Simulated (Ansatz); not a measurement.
**TaNH+ (triplet): the correlation ladder at a displaced geometry (v1), def2-SVP**

The task here is to estimate one member of a computed series from the others.

Method: def2-SVP, core rule «outside noble gas», up to 5 orbitals frozen; program: Ansatz 0.2.0, Gaussian basis.

Plan: UHF; CCSD(T) on ROHF; CCSD(T) on UHF; CISD as a restricted active space (open shells left free, so some higher excitations enter); CCSDT(Q) on ROHF; CCSDT(Q) on UHF.

18 further runs of the same task are left out: 2 for a known fault of the program, 6 that didn't finish, 10 set aside as unsound or not needed. Runs told in other sessions of the task aren't counted.

### What is computed

The geometry is a PBE0/def2-TZVP stationary point (not a proven minimum) with its atoms shifted at random (size 0.040 Å). No spin-orbit coupling is included. Elements past krypton take def2 core potentials.

3 atoms, charge 1, spin multiplicity 3.

Atoms are counted from 1 here; the program's logs count them from 0.

Bond lengths: Ta1–N2 1.720 Å, N2–H3 1.061 Å. Angles: Ta1–N2–H3 175.4°.

The first run:

The input, in.yaml:

```yaml
crystal:
  periodic: [false, false, false]
  atoms:
    - {symbol: Ta, position_ang: [-0.015433, -0.009008, 1.499368]}
    - {symbol: N, position_ang: [-0.016266, -0.025151, -0.220386]}
    - {symbol: H, position_ang: [0.031698, 0.034159, -1.278982]}
basis:
  gaussian: {orbitals: def2-SVP}
total_charge: 1
magnetization: {spin_polarized: true, initial_magnetization: 2}
hamiltonian: {xc: hf}
output: {orbitals: {seedname: orbitals}}
```

Run with:

```console
> ansatz run in.yaml --threads 1 --pin off --events-out ev --progress --plain --max-ram 2393MiB
```

Among the steps run: UHF; CCSD(T) on ROHF; CCSD(T) on UHF; CISD as a restricted active space (open shells left free, so some higher excitations enter); CCSDT(Q) on ROHF; CCSDT(Q) on UHF.

One table of the session follows, with a row left open; its other results are not shown here.

| method | from RCCSDT(Q) (meV) |
| --- | --- |
| ROHF | +7722.1 |
| UHF | +7415.9 |
| RMP2 | +256.3 |
| UMP2 | +753.9 |
| RCCSD | +449.0 |
| UCCSD | +373.9 |
| RCCSD(T) | +12.4 |
| UCCSD(T) | -0.4 |
| RCCSDT | ? |
| UCCSDT | -52.0 |
| RCCSDT(Q) | 0 |
| UCCSDT(Q) | -91.8 |

**Question.** Estimate the row for RCCSDT.

**Answer.** from RCCSDT(Q) (meV): +13.4. In the column «from RCCSDT(Q) (meV)» it lies between RCCSD(T) (+12.4) and RMP2 (+256.3).

Not comparable, so not listed: CISD as a restricted active space (open shells left free, so some higher excitations enter) (they don't share determinant, frozen orbitals or solution with the rows shown, or repeat one).

To keep in mind: Restricted and unrestricted rows rest on different reference determinants; a gap between their highest levels can come from leftover correlation error, from unlike frozen cores or from another state.
